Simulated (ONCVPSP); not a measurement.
# An ONCV potential for P, from input to tests

Do these settings give a usable potential? It is generated, then checked for transferability, scattering, ghosts and hardness.

Program: ONCVPSP 4.0.1. Reference atom: LDA (Perdew-Wang 92), scalar-relativistic, spherical and spin-unpolarised. All values are calculated.

**1. Settings**

Typed settings, in words:

```
element                 : phosphorus (P, Z = 15)
type                    : optimised norm-conserving Vanderbilt (ONCV)
frozen core             : [He]
valence charge          : 13
reference configuration : 2s2 2p6 3s2 3p3
partial waves           : 2s+3s: rc 0.70 bohr, ncon 4, nbas 7, qcut 22.8 1/bohr, 2 projectors; 2p+3p: rc 1.00 bohr, ncon 4, nbas 8, qcut 14.1 1/bohr, 2 projectors; d scattering state at 0.11 Ha: rc 1.00 bohr, ncon 3, nbas 7, qcut 10.4 1/bohr, 1 projector
local potential         : polynomial inside 0.60 bohr (lpopt 2, dvloc0 4 Ha)
core correction         : Teter function, fcfact 5.75, rcfact 1.75
```

**2. The generation run**

P.dat reads:

```
# ATOM AND REFERENCE CONFIGURATION
# atsym  z   nc   nv     iexc    psfile
  P 15.00    1    4  -001012      upf
#
#   n    l    f
    1    0    2.00
    2    0    2.00
    2    1    6.00
    3    0    2.00
    3    1    3.00
#
# PSEUDOPOTENTIAL AND OPTIMIZATION
# lmax
    2
#
#   l,   rc,      ep,       ncon, nbas, qcut
    0    0.70    0.00    4    7   22.80
    1    1.00    0.00    4    8   14.10
    2    1.00    0.11    3    7   10.40
#
# LOCAL POTENTIAL
# lloc, lpopt,  rc(5),   dvloc0
    4    2    0.60    4.00
#
# VANDERBILT-KLEINMAN-BYLANDER PROJECTORs
# l, nproj, debl
    0    2    0.60
    1    2    3.40
    2    1    2.50
#
# MODEL CORE CHARGE
# icmod, fcfact, rcfact
    3    5.75    1.75
#
# LOG DERIVATIVE ANALYSIS
# epsh1, epsh2, depsh
   -8.00    5.00    0.04
#
# OUTPUT GRID
# rlmax, drl
    6.00    0.01
#
# TEST CONFIGURATIONS
# ncnf
    4
# nvcnf
#   n    l    f
    4
    2    0    2.00
    2    1    6.00
    3    0    2.00
    3    1    2.00
#
    4
    2    0    2.00
    2    1    6.00
    3    0    2.00
    3    1    1.00
#
    4
    2    0    2.00
    2    1    6.00
    3    0    2.00
    3    1    0.00
#
    4
    2    0    2.00
    2    1    6.00
    3    0    0.00
    3    1    5.00
#
```

The run is started by

```sh
$ oncvpsp.x < P.dat > P.out
```

Before running it: what results should come out? Wanted: cutoffs for 1 and 0.1 mHa per electron, occupied waves; bound ghosts; GHOST(+) flags; largest test error; largest phase difference near zero energy, channels read; rms error of d²Exc/dn², without and with the model core.

**Answer**, as computed:

| quantity | value |
| --- | --- |
| cutoffs for 1 and 0.1 mHa per electron, occupied waves | 148 Ha and 180 Ha |
| bound ghosts | none found |
| GHOST(+) flags | none at low energy |
| largest test error (AE − PS) | +10 meV, for 2s2 2p6 3s2 3p0 |
| largest phase difference near zero energy, channels read | 0.000 rad |
| rms error of d²Exc/dn², without and with the model core | 1.94 and 2.69 mHa |

In words: By total energies transferability is good: the largest error is 10 meV on 58.9 eV, for 2s2 2p6 3s2 3p0. It counts as very hard, with 148 Ha needed at the looser tolerance. At the looser tolerance the 2s wave is the slowest; 3s needs 119 Ha. The program's ghost test flags no bound state. Near zero energy the phases of the channels with partial waves agree within 0.001 rad.
